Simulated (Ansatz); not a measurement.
# Al: the cost of one run

Method: DFT PBEsol, plane waves, PAW, scalar-relativistic, no spin polarisation, in Ansatz 0.2.0.

### Step 1. The system as given

The cell holds 31 atoms (Al31): a = 8.100 Å, b = 8.100 Å, c = 8.100 Å, α = 90.00°, β = 90.00°, γ = 90.00°.

The coordinates stand in the first input below.

### Step 2. Relaxing end A

Contents of input.yaml:

```yaml
crystal:
  lattice:
    - [8.1, 0.0, 0.0]
    - [0.0, 8.1, 0.0]
    - [0.0, 0.0, 8.1]
  atoms:
    - { symbol: Al, position: [0.4973689, -0.0032837, -0.0031355] }
    - { symbol: Al, position: [0.7540763, 0.2499367, -0.0050569] }
    - { symbol: Al, position: [0.7547514, 0.0019966, 0.246479] }
    - { symbol: Al, position: [0.0001575, -0.003663, 0.001147] }
    - { symbol: Al, position: [0.2453958, 0.2538327, -0.0011187] }
    - { symbol: Al, position: [0.5021493, 0.5054913, 0.0029283] }
    - { symbol: Al, position: [0.7520352, 0.7530514, 0.0024373] }
    - { symbol: Al, position: [0.2488994, 0.0006108, 0.2472964] }
    - { symbol: Al, position: [0.4991427, 0.246396, 0.2527693] }
    - { symbol: Al, position: [0.7453984, 0.5012535, 0.2483556] }
    - { symbol: Al, position: [0.503804, -0.0012141, 0.5037689] }
    - { symbol: Al, position: [0.7465125, 0.2434126, 0.4972433] }
    - { symbol: Al, position: [0.7455063, 0.000161, 0.7482533] }
    - { symbol: Al, position: [0.0054799, 0.4956089, 0.0006858] }
    - { symbol: Al, position: [0.2469962, 0.7525007, -0.0078891] }
    - { symbol: Al, position: [0.0019723, 0.2500715, 0.2519964] }
    - { symbol: Al, position: [0.2478806, 0.4981396, 0.2451116] }
    - { symbol: Al, position: [0.499134, 0.7543441, 0.2430982] }
    - { symbol: Al, position: [0.255313, 0.2426603, 0.4931495] }
    - { symbol: Al, position: [0.5037446, 0.5012157, 0.5041574] }
    - { symbol: Al, position: [0.7457397, 0.7516551, 0.5038542] }
    - { symbol: Al, position: [0.2479888, 0.0042593, 0.7563025] }
    - { symbol: Al, position: [0.5026088, 0.2512632, 0.7480193] }
    - { symbol: Al, position: [0.7552525, 0.50265, 0.7471673] }
    - { symbol: Al, position: [0.0011508, 0.7483521, 0.2490582] }
    - { symbol: Al, position: [0.0016491, 0.4976912, 0.5048641] }
    - { symbol: Al, position: [0.2450228, 0.7479061, 0.4961531] }
    - { symbol: Al, position: [-0.0026584, 0.244203, 0.7506815] }
    - { symbol: Al, position: [0.2517762, 0.4957453, 0.7411148] }
    - { symbol: Al, position: [0.4969041, 0.7494655, 0.752337] }
    - { symbol: Al, position: [0.0027033, 0.7515129, 0.7533896] }
basis:
  ecutwfc: 420.0
kpoints:
  mp_grid: { grid: [2, 2, 2] }
hamiltonian:
  xc: pbesol
  pseudopotentials: { kind: paw, azcp: { folder: soft_1 } }
scf:
  occupations: { method: fermi_dirac, width: 0.15 }
  lower_state_search: "off"
relax:
  f_tol: 0.03
  max_steps: 60
  adjacent_minimum: "off"
```

Command:

```
ansatz run input.yaml --threads 2 --pin off --max-ram 5120MiB --backend cpu --events-out ev --progress --plain --runs-dir out
```

What time and memory should one allow on 2 threads of Arm Neoverse V2, shared host?

About 20 s, with a peak of 0.95 GiB.
